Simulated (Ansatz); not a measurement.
# C2H4B2: vertical ionisation energy

The task here is to estimate one member of a computed series from the others.

Program: Ansatz 0.2.0, Gaussian basis. Level of theory: unrestricted cation, the program's frozen cores in correlated methods. These are calculated values, not measurements.

The runs, in order: UKS PBE-D4/def2-TZVPP; UKS r2SCAN-D4/def2-TZVPP; UKS PBE0-D4/def2-TZVPP; UKS B3LYP-D4/def2-TZVPP; UKS wB97X-V/def2-TZVPP; UKS wB97M-V/def2-TZVPP; UKS B2PLYP/def2-TZVPP; UHF-CCSD(T)/def2-TZVPP; UHF-MP2/def2-QZVPP; extrapolation to the limit; then −ε(HOMO) from the neutral's earlier runs with LDA (SPW92), PBE-D4, revPBE-D4, BLYP-D4, r2SCAN-D4, B97M-V, PBE0-D4, B3LYP-D4, r2SCANh-D4, r2SCAN0-D4, HSE06-D4, BHLYP-D4, CAM-B3LYP-D4, LC-ωPBE, ωB97X-V, ωB97M-V.

## The geometry

The geometry comes from an earlier relaxation with PBE0-D4 in a triple-zeta def2 set; it is a stationary point, not always the lowest conformer.

SMILES `BC1=CB1`, 8 atoms, charge 0, spin multiplicity 1.

Atoms are counted from 1 here; the program's logs count them from 0.

Bond lengths: B1–C2 1.457 Å, B1–H5 1.195 Å, B1–H6 1.195 Å, C2–C3 1.335 Å, C2–B4 1.557 Å, C3–B4 1.444 Å, C3–H7 1.078 Å, B4–H8 1.178 Å. Angles: C2–B1–H5 119.1°, C2–B1–H6 119.1°, H5–B1–H6 121.7°, B1–C2–C3 150.5°, B1–C2–B4 91.2°, C3–C2–B4 59.3°, C2–C3–B4 68.0°, C2–C3–H7 136.2°, B4–C3–H7 155.8°, C2–B4–C3 52.7°, C2–B4–H8 152.6°, C3–B4–H8 154.7°.

Set-up of the first run:

in.yaml reads:

```yaml
crystal:
  periodic: [false, false, false]
  atoms:
    - {symbol: B, position_ang: [-0.474757, 1.182965, -0.207844]}
    - {symbol: C, position_ang: [0.378019, 0.277180, 0.549828]}
    - {symbol: C, position_ang: [0.880681, -0.941767, 0.761406]}
    - {symbol: B, position_ang: [-0.024042, -0.917648, -0.364129]}
    - {symbol: H, position_ang: [-0.011328, 1.781327, -1.132634]}
    - {symbol: H, position_ang: [-1.606541, 1.343876, 0.140338]}
    - {symbol: H, position_ang: [1.563964, -1.390780, 1.463489]}
    - {symbol: H, position_ang: [-0.613796, -1.392253, -1.266254]}
basis:
  gaussian: {orbitals: def2-TZVPP}
total_charge: 1
magnetization: {spin_polarized: true, initial_magnetization: 1}
hamiltonian: {xc: pbe, dispersion: d4}
```

The run is started by

```console
ansatz run in.yaml --threads 2 --pin off --events-out ev --progress --plain --max-ram 4352MiB
```

Among the steps run: Cation, UKS PBE-D4/def2-TZVPP; Cation, UKS r2SCAN-D4/def2-TZVPP; Cation, UKS PBE0-D4/def2-TZVPP; Cation, UKS B3LYP-D4/def2-TZVPP; Cation, UKS wB97X-V/def2-TZVPP; Cation, UKS wB97M-V/def2-TZVPP; Cation, UKS B2PLYP (frozen core)/def2-TZVPP; Cation, UHF-CCSD(T)/def2-TZVPP; Cation, UHF-MP2/def2-QZVPP.

One of the session's tables, all rows but one given; the rest of the session is left out.

It belongs to the step «Ionisation energies side by side». For comparison, −ε(HOMO) of the neutral from earlier runs:

| functional | −ε(HOMO) (eV) |
| --- | --- |
| LDA (SPW92) | 7.00 |
| PBE-D4 | ? |
| revPBE-D4 | 6.78 |
| BLYP-D4 | 6.67 |
| r2SCAN-D4 | 7.01 |
| B97M-V | 7.08 |
| PBE0-D4 | 7.97 |
| B3LYP-D4 | 7.74 |
| r2SCANh-D4 | 7.43 |
| r2SCAN0-D4 | 8.08 |
| HSE06-D4 | 7.57 |
| BHLYP-D4 | 8.96 |
| CAM-B3LYP-D4 | 9.28 |
| LC-ωPBE | 10.65 |
| ωB97X-V | 10.26 |
| ωB97M-V | 10.15 |

Estimate the missing values for PBE-D4.

The run gave: −ε(HOMO) (eV): 6.84. In the column «−ε(HOMO) (eV)» it lies between revPBE-D4 (6.78) and LDA (SPW92) (7.00).
